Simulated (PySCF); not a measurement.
# MgOSiH4 in PySCF: settings compared, part 2 of 2

PySCF 2.14.0. Earlier steps stand in the parts before.

## Step 5: Atomic charges, M06-2X+D3 (atoms moved at random, drawn with an rms of 0.05 Å)

The input, run.py:

```python
import json
import numpy as np
from pyscf.pbc import gto, scf, dft, df

cell = gto.Cell()
cell.basis = 'pob-tzvp-rev2'
cell.fromfile('MgSiH4O.xyz')
cell.exp_to_discard = 0
cell.precision = 1e-08
cell.max_memory = 2520  # MB
cell.verbose = 4
cell.build()

res = {}
from pyscf.dispersion import dftd3
d = dftd3.DFTD3Dispersion(cell, xc='m062x', version='d3zero', atm=False).get_dispersion(grad=True)
print('dispersion energy = %.10f' % d['energy'])
res['e_disp'] = float(d['energy'])

kpts = cell.make_kpts([1, 1, 1])
mf = dft.KRKS(cell, kpts, xc='m062x', exxdiv='ewald')
mf = mf.density_fit()
mf.with_df._cderi = 'cderi.h5'  # three-centre integrals saved by an earlier run on this cell, basis and mesh
mf.conv_tol = 1e-07
mf.max_cycle = 60

mf.kernel()
res.update(converged=bool(mf.converged), e_tot=mf.e_tot, nelec=cell.nelectron, nao=cell.nao, mesh=list(map(int, cell.mesh)), a=cell.lattice_vectors().tolist(), coords=cell.atom_coords().tolist(),
           mo_energy=[np.real(x).tolist() for x in mf.mo_energy], mo_occ=[np.real(x).tolist() for x in mf.mo_occ])
res.update(kpts=cell.get_scaled_kpts(kpts).tolist())
res['parts'] = {k: float(np.real(v)) for k, v in mf.scf_summary.items() if np.isscalar(v)}
json.dump(res, open('results.json', 'w'))
if not mf.converged:
    raise SystemExit('SCF not converged')

print('levels (eV)')
for i, kp in enumerate(res['kpts'][:40]):
    print('k %7.4f %7.4f %7.4f  ' % tuple(kp), ' '.join('%.3f' % (x * 27.211386) for x in res['mo_energy'][i][:24]))

# Mulliken populations
dm, s = np.asarray(mf.make_rdm1()), np.asarray(mf.get_ovlp())
sites = cell.aoslice_by_atom()[:, 2:]
tot = np.einsum('kij,kji->i', dm, s).real / len(kpts)
res['mulliken'] = [cell.atom_charge(i) - tot[a0:a1].sum() for i, (a0, a1) in enumerate(sites)]
print('Mulliken charges', np.round(res['mulliken'], 5))
res['meta_lowdin'] = mf.mulliken_meta()[1].tolist()
res['done'] = True
json.dump(res, open('results.json', 'w'))
```

The input, MgSiH4O.xyz:

```xyz
7
Lattice="15.0000000000 0.0000000000 0.0000000000 0.0000000000 12.0000000000 0.0000000000 0.0000000000 0.0000000000 12.0000000000" Properties=species:S:1:pos:R:3 pbc="T T T"
Mg     6.2641650000      5.1592920000      5.3317680000
O      7.9569450000      5.7488640000      5.7179040000
Si     9.4220100000      6.3570480000      6.1339080000
H      4.7306100000      4.5688680000      4.9172280000
H     10.1367300000      6.8232240000      4.9416600000
H      9.3321750000      7.4816520000      7.1684880000
H     10.2490350000      5.2252920000      6.7684080000
```

Potentials or basis: pob-tzvp-rev2 (all-electron).

The run is started by

```bash
OMP_NUM_THREADS=2 python -u run.py > log
```

Output:

```text
Discarded 0 diffused primitive functions, 0 contracted functions
dispersion energy = -0.0001152671

******** <class 'pyscf.pbc.dft.krks.KRKS'> ********
method = KRKS
initial guess = minao
damping factor = 0
level_shift factor = 0
DIIS = <class 'pyscf.scf.diis.CDIIS'>
diis_start_cycle = 1
diis_space = 8
diis_damp = 0
SCF conv_tol = 1e-07
SCF conv_tol_grad = None
SCF max_cycles = 60
direct_scf = True
direct_scf_tol = 1e-13

******** PBC SCF flags ********
N kpts = 1
Exchange divergence treatment (exxdiv) = ewald
    madelung (= occupied orbital energy shift) = 0.11412921461393172
    Total energy shift due to Ewald probe charge = -1/2 * Nelec*madelung = -2.16845507766
DF object = <pyscf.pbc.df.df.GDF object>
XC functionals = m062x
small_rho_cutoff = 0
radial grids:
    Treutler-Ahlrichs [JCP 102, 346 (1995); DOI:10.1063/1.469408] (M4) radial grids

becke partition: Becke, JCP 88, 2547 (1988); DOI:10.1063/1.454033
pruning grids: <function nwchem_prune>
grids dens level: 3
symmetrized grids: False
atomic radii adjust function: <function treutler_atomic_radii_adjust>
Set gradient conv threshold to 0.000316228

******** <class 'pyscf.pbc.df.rsdf_builder._RSNucBuilder'> ********
mesh = [53 43 43] (97997 PWs)
ke_cutoff = 16.60719116435846
omega = 0.5126868946495818
exclude_d_aux = False
exclude_dd_block = True
j2c_eig_always = False
has_long_range = True
tot grids = 91056
cell vol = 14576.4025  sum(weights) = 14748.8865
nelec by numeric integration = 37.999998216614074
init E= -568.508284753873
  HOMO = -0.306368302967  LUMO = 0.0149883891254  gap/eV = 8.74456
nelec by numeric integration = 37.99999788999978
cycle= 1 E= -567.074581983433  delta_E= 1.43  |g|= 0.778  |ddm|= 15.7
  HOMO = -0.187638202314  LUMO = 0.0879862978087  gap/eV = 7.50012
nelec by numeric integration = 37.99999799683753
cycle= 2 E= -566.982145900015  delta_E= 0.0924  |g|= 1.07  |ddm|= 0.978
  HOMO = -0.313555089637  LUMO = 0.0665967172984  gap/eV = 10.34446
nelec by numeric integration = 37.99999792577893
cycle= 3 E= -567.182095064773  delta_E= -0.2  |g|= 0.093  |ddm|= 0.564
  HOMO = -0.312844092588  LUMO = 0.0737496184104  gap/eV = 10.51975
nelec by numeric integration = 37.999997901145704
cycle= 4 E= -567.183407801313  delta_E= -0.00131  |g|= 0.0127  |ddm|= 0.063
  HOMO = -0.311037490125  LUMO = 0.0760410116681  gap/eV = 10.53294
nelec by numeric integration = 37.999997898804814
cycle= 5 E= -567.183461551645  delta_E= -5.38e-05  |g|= 0.00179  |ddm|= 0.0249
  HOMO = -0.310697000474  LUMO = 0.0764393463377  gap/eV = 10.53452
nelec by numeric integration = 37.999997898504596
cycle= 6 E= -567.18346341153  delta_E= -1.86e-06  |g|= 0.000554  |ddm|= 0.0048
  HOMO = -0.310645680771  LUMO = 0.0765641874317  gap/eV = 10.53652
nelec by numeric integration = 37.99999789842799
cycle= 7 E= -567.183463565798  delta_E= -1.54e-07  |g|= 0.00019  |ddm|= 0.00143
  HOMO = -0.31063354768  LUMO = 0.0765910666098  gap/eV = 10.53692
nelec by numeric integration = 37.99999789845562
cycle= 8 E= -567.18346357764  delta_E= -1.18e-08  |g|= 3.34e-05  |ddm|= 0.000362
  HOMO = -0.310628888375  LUMO = 0.0765962577553  gap/eV = 10.53693
nelec by numeric integration = 37.99999789845546
Extra cycle  E= -567.183463577954  delta_E= -3.14e-10  |g|= 1.28e-05  |ddm|= 5.68e-05
converged SCF energy = -567.183463577954
levels (eV)
k  0.0000  0.0000  0.0000   -1822.399 -1293.954 -532.127 -150.555 -104.595 -104.578 -104.577 -90.103 -54.552 -54.551 -54.388 -27.567 -15.421 -11.913 -11.055 -10.890 -8.874 -8.683 -8.453 2.084 3.897 4.011 4.071 4.896
Mulliken charges [ 1.06558 -0.87788  0.71919 -0.45108 -0.15233 -0.15153 -0.15196]
 ** Mulliken pop on meta-lowdin orthogonal AOs **
 ** Mulliken pop  **
pop of  0 Mg 1s           1.99999
pop of  0 Mg 2s           1.99967
pop of  0 Mg 3s           0.59365
pop of  0 Mg 4s           0.00317
pop of  0 Mg 5s           0.00049
pop of  0 Mg 2px          1.99996
pop of  0 Mg 2py          1.99985
pop of  0 Mg 2pz          1.99984
pop of  0 Mg 3px          0.02023
pop of  0 Mg 3py          0.01252
pop of  0 Mg 3pz          0.01175
pop of  0 Mg 4px          0.00520
pop of  0 Mg 4py          0.00148
pop of  0 Mg 4pz          0.00116
pop of  0 Mg 3dxy         0.00302
pop of  0 Mg 3dyz         0.00052
pop of  0 Mg 3dz^2        0.00101
pop of  0 Mg 3dxz         0.00305
pop of  0 Mg 3dx2-y2      0.00259
pop of  1 O 1s            1.99998
pop of  1 O 2s            1.70128
pop of  1 O 3s            0.00172
[... 43 lines left out ...]
pop of  4 H 1s            1.12527
pop of  4 H 2s            0.00173
pop of  4 H 3s            0.00104
pop of  4 H 2px           0.00152
pop of  4 H 2py           0.00073
pop of  4 H 2pz           0.00516
pop of  5 H 1s            1.12672
pop of  5 H 2s            0.00111
pop of  5 H 3s            0.00110
pop of  5 H 2px           0.00020
pop of  5 H 2py           0.00318
pop of  5 H 2pz           0.00293
pop of  6 H 1s            1.13031
pop of  6 H 2s            0.00101
pop of  6 H 3s            0.00105
pop of  6 H 2px           0.00139
pop of  6 H 2py           0.00361
pop of  6 H 2pz           0.00104
 ** Mulliken atomic charges  **
charge of    0Mg =      1.34085
charge of    1O =     -1.14987
charge of    2Si =      0.74011
charge of    3H =     -0.52201
charge of    4H =     -0.13545
charge of    5H =     -0.13523
charge of    6H =     -0.13841
```

Run time: 21 s. Hardware: 2 threads of Intel Xeon at 2.70GHz, shared host; peak memory 1.9 GiB.

What came out:

```
Free energy                     : -15433.8514 eV
Gap between the frontier levels : 10.54 eV
Meta-löwdin charges             : Mg +1.34; O -1.15; Si +0.74; H -0.52, -0.14 e
Dispersion energy per atom      : 0.000 eV
```

Caveat: this is a molecule in a periodic box at the Γ point, so its band gap is the HOMO-LUMO gap; the energy listed adds the dispersion energy to the SCF energy of the log; population charges move with the basis; the basis of atomic orbitals isn't converged, which shifts pressures, moduli and gaps.

## Step 6: The runs side by side

```csv
level,three-body dispersion term,exxdiv,three-centre integrals,gap on the mesh (eV)
PBE,-,-,-,6.16
BHandHLYP+D4,yes,ewald,read from an earlier run's file,10.80
BP86+D4,yes,-,read from an earlier run's file,6.22
M06-2X+D3,no,ewald,read from an earlier run's file,10.54
```

Alike in all rows: task atomic charges; potentials or basis pob-tzvp-rev2 (all-electron); no spin polarisation; cell atoms moved at random, drawn with an rms of 0.05 Å; k mesh 1 × 1 × 1; smearing fixed.

Caveats: this is a molecule in a periodic box at the Γ point, so its band gap is the HOMO-LUMO gap; the basis of atomic orbitals isn't converged, which shifts pressures, moduli and gaps.

Absolute energies hang on the potentials; compare differences alone.
